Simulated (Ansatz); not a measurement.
# MoCl+ (nonet): wave-function methods side by side, def2-SVP

An exercise on one series of results from a longer session: the logs are not shown, and one member is left open.

The runs use Ansatz 0.2.0, Gaussian basis; def2-SVP, core rule «outside noble gas», up to 9 orbitals frozen.

Plan: UHF; CCSD(T) on ROHF; CCSD(T) on UHF; CISD as a restricted active space (open shells left free, so some higher excitations enter); CCSDT(Q) on ROHF; CCSDT(Q) on UHF; CASSCF and MRCISD+Q, 12 electrons in 10 orbitals; CASSCF and NEVPT2, 12 electrons in 10 orbitals.

13 further runs of the same task are left out: 5 for a known fault of the program, 4 that didn't finish, 4 set aside as unsound or not needed. Runs told in other sessions of the task aren't counted.

## The geometry

The geometry is a PBE0/def2-TZVP stationary point (not a proven minimum) of the parent state, kept for this charge and spin. No spin-orbit coupling is included. Elements past krypton take def2 core potentials.

2 atoms, charge 1, spin multiplicity 9.

Atoms are counted from 1 here; the program's logs count them from 0.

Bond lengths: Mo1–Cl2 2.637 Å.

The first run:

in.yaml reads:

```yaml
crystal:
  periodic: [false, false, false]
  atoms:
    - {symbol: Mo, position_ang: [0.000000, 0.000000, 0.000000]}
    - {symbol: Cl, position_ang: [0.000000, 0.000000, 2.637200]}
basis:
  gaussian: {orbitals: def2-SVP}
total_charge: 1
magnetization: {spin_polarized: true, initial_magnetization: 8}
hamiltonian: {xc: hf}
output: {orbitals: {seedname: orbitals}}
```

Launch:

```bash
$ ansatz run in.yaml --threads 1 --pin off --events-out ev --progress --plain --max-ram 2393MiB
```

Steps of the session up to this table: UHF; CCSD(T) on ROHF; CCSD(T) on UHF; CISD as a restricted active space (open shells left free, so some higher excitations enter); CCSDT(Q) on ROHF; CCSDT(Q) on UHF; CASSCF and MRCISD+Q, 12 electrons in 10 orbitals; CASSCF and NEVPT2, 12 electrons in 10 orbitals.

One table of the session follows, with a row left open; its other results are not shown here.

| method | from RCCSDT(Q) (meV) |
| --- | --- |
| ROHF | +4971.6 |
| UHF | +4796.1 |
| RMP2 | +755.7 |
| UMP2 | +738.2 |
| RCCSD | +82.9 |
| UCCSD | +34.9 |
| RCCSD(T) | +16.8 |
| UCCSD(T) | -28.8 |
| RCCSDT | +3.7 |
| UCCSDT | -41.4 |
| RCCSDT(Q) | 0 |
| UCCSDT(Q) | -45.0 |
| CASSCF valence | +4969.9 |
| NEVPT2 valence | ? |
| MRCISD valence | +340.0 |
| MRCISD+Q valence | +7.0 |

Estimate the missing values for NEVPT2 valence.

As computed: from RCCSDT(Q) (meV): +1216.2. In the column «from RCCSDT(Q) (meV)» it lies between RMP2 (+755.7) and UHF (+4796.1).

Not comparable, so not listed: CISD as a restricted active space (open shells left free, so some higher excitations enter) (they don't share determinant, frozen orbitals or solution with the rows shown, or repeat one).

Limits of these values: Restricted and unrestricted rows rest on different reference determinants; a gap between their highest levels can come from leftover correlation error, from unlike frozen cores or from another state.
